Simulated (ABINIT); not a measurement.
Wanted: the native input for an ABINIT 10.8.3 (patched build) run.

| Quantity | Value |
| --- | --- |
| Task | single point |
| Functional | PBEsol |
| Potentials or basis | JTH PAW PBE v2.0 |
| Cutoff | 599 eV |
| k mesh | 7 × 7 × 7 |
| Occupations | fermi-dirac, width 0.05 eV |
| Spin | no spin polarisation |
| Fine-grid cutoff | 1197.3 eV |

The system is GeSb2Te4.

```
Te Sb Ge
1.0
     2.15929    1.24667   13.22804
    -2.15929    1.24667   13.22804
     0.00000   -2.49333   13.22804
Te Sb Ge
4 2 1
Direct
  0.70897 0.70897 0.70897
  0.29103 0.29103 0.29103
  0.56968 0.56968 0.56968
  0.43032 0.43032 0.43032
  0.85941 0.85941 0.85941
  0.14059 0.14059 0.14059
  0.00000 0.00000 0.00000
```

The cell is a database's computed one.

The input as run:

run.abi

```
pp_dirpath "./"
pseudos "Te.GGA_PBE-JTH.xml, Sb.GGA_PBE-JTH.xml, Ge.GGA_PBE-JTH.xml"

acell 25.4375479925 25.4375479925 25.4375479925
rprim
     0.1604110941     0.0926133884     0.9826958030
    -0.1604110941     0.0926133884     0.9826958030
     0.0000000000    -0.1852267767     0.9826958030
ntypat 3
znucl 52 51 32
natom 7
typat 1 1 1 1 2 2 3
xcart
     0.0000000000     0.0000000001    53.1673097209
     0.0000000000     0.0000000001    21.8248052299
     0.0000000000     0.0000000001    42.7217330215
     0.0000000000     0.0000000001    32.2703819293
     0.0000000000     0.0000000002    64.4490485020
     0.0000000000     0.0000000000    10.5430664488
     0.0000000000     0.0000000000     0.0000000000

ecut 22.0
pawecutdg 44.0
pawxcdev 0

kptopt 1
ngkpt 7 7 7
nshiftk 1
shiftk 0.0 0.0 0.0

ixc -116133

nband 41
occopt 3
tsmear 0.00183747

nstep 100
tolvrs 1.0e-9

iomode 3
prtwf 0
prtden 0
prteig 0
prtebands 0
enunit 2
```

Potentials or basis: JTH PAW PBE v2.0.

Command:

```bash
$ mpirun --bind-to none -np 4 abinit run.abi > log 2>&1
```

Results of the run:

```yaml
Pressure: -2.7 GPa
Largest_force: 0.091 eV/Å
Band_gap_on_the_k_mesh: none (metal or under the smearing width)
Valence_electrons_inside_the_program's_atomic_spheres: Te 3.06, 3.02; Sb 12.38; Ge 12.07
```

Caveat: the PAW data sets were made with another functional, which shifts forces and pressure a little.

Wall time 15 min on 4 MPI ranks on Arm Neoverse V2 (shared host), peak memory 6 GiB a rank.
